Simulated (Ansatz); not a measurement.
This script for Ansatz 0.2.0, Python API starts 3 runs on CaWF6, space group R-3. What input does the engine get in each?

`terms.py`
```python
import ansatz as az
from ase import Atoms

atoms = Atoms(
    ["Ca", "W", "F", "F", "F", "F", "F", "F"],
    scaled_positions=[
        (0.5, 0.5, 0.5),
        (0.0, 0.0, 0.0),
        (0.32323843, 0.7726715, 0.14151313),
        (0.14151313, 0.32323843, 0.7726715),
        (0.2273285, 0.85848687, 0.67676157),
        (0.85848687, 0.67676157, 0.2273285),
        (0.67676157, 0.2273285, 0.85848687),
        (0.7726715, 0.14151313, 0.32323843),
    ],
    cell=[
        (2.82316498, 1.62995506, 4.98762381),
        (-2.82316498, 1.62995506, 4.98762381),
        (0.0, -3.25991012, 4.98762381),
    ],
    pbc=True,
)
system = az.Crystal.from_ase(atoms)

job = (
    system.calculation()
    .kpoints(5)
    .occupations("gaussian", width=0.1)
    .scf(tolerance=1e-09)
)
with_term = job.functional("pbesol", dispersion="d3bjatm").basis(420).cutoff_correction(670).run(threads=1, pin="off").report
without = job.functional("pbesol").basis(420).run(threads=1, pin="off").report
finer = job.functional("pbesol").basis(670).run(threads=1, pin="off").report
removed = az.free_energy_without(with_term, az.EnergyTerm.DISPERSION)
print(f"dispersion term            {with_term['components']['e_disp']:.5f} eV")
print(f"F less dispersion          {removed:.5f} eV, run without it {without['free_energy_ev']:.5f} eV")
print(f"F less smearing term       {az.free_energy_without(without, az.EnergyTerm.SMEARING):.5f} eV")
print(f"estimated gain to 670 eV   {with_term['cutoff_correction']['energy_ev']:.5f} eV, found {finer['free_energy_ev'] - without['free_energy_ev']:.5f} eV")
```

Run 1:
```yaml
crystal:
  lattice:
    - [2.82316498, 1.62995506, 4.98762381]
    - [-2.82316498, 1.62995506, 4.98762381]
    - [0.0, -3.25991012, 4.98762381]
  atoms:
    - { symbol: Ca, position: [0.5, 0.5, 0.5] }
    - { symbol: W, position: [0.0, 0.0, 0.0] }
    - { symbol: F, position: [0.32323843, 0.7726715, 0.14151312999999993] }
    - { symbol: F, position: [0.14151313, 0.32323843, 0.7726715] }
    - { symbol: F, position: [0.22732850000000002, 0.85848687, 0.67676157] }
    - { symbol: F, position: [0.85848687, 0.67676157, 0.22732850000000004] }
    - { symbol: F, position: [0.67676157, 0.22732850000000002, 0.85848687] }
    - { symbol: F, position: [0.7726715, 0.14151313000000004, 0.32323843] }
basis:
  ecutwfc: 420.0
kpoints:
  mp_grid:
    grid: [5, 5, 5]
hamiltonian:
  xc: pbesol
  dispersion: d3bjatm
scf:
  convergence:
    dr2_threshold: 1.0e-09
  occupations:
    method: gaussian
    width: 0.1
output:
  cutoff_correction: 670.0
```

Run 2, against run 1:
```diff
-  dispersion: d3bjatm
-output:
-  cutoff_correction: 670.0
```

Run 3, against run 1:
```diff
-  ecutwfc: 420.0
+  ecutwfc: 670.0
-  dispersion: d3bjatm
-output:
-  cutoff_correction: 670.0
```

Running `python terms.py` prints:
```text
dispersion term            -0.64765 eV
F less dispersion          -16859.02421 eV, run without it -16859.02421 eV
F less smearing term       -16858.89817 eV
estimated gain to 670 eV   -0.03598 eV, found -0.03597 eV
```

Total energies depend on the potentials; only differences at equal settings carry meaning. A total without «per atom» is that of the cell as typed. Spin is left out of this run. Dispersion corrections can be off by several per cent in the lattices of metals, and by several GPa in the pressure at a fixed cell. The mesh is modest for a metal, so energies can be off by several to tens of meV an atom and pressures by half a GPa or more; differences at equal mesh fare better. Spin-orbit coupling, which matters for elements this heavy, is left out. This cell is a computed structure, which may not be the phase found in nature. Run time: 24 s on 1 thread of AMD EPYC 7R43 64-Core Processor (Zen 3) (shared host), peak memory 0.66 GiB.
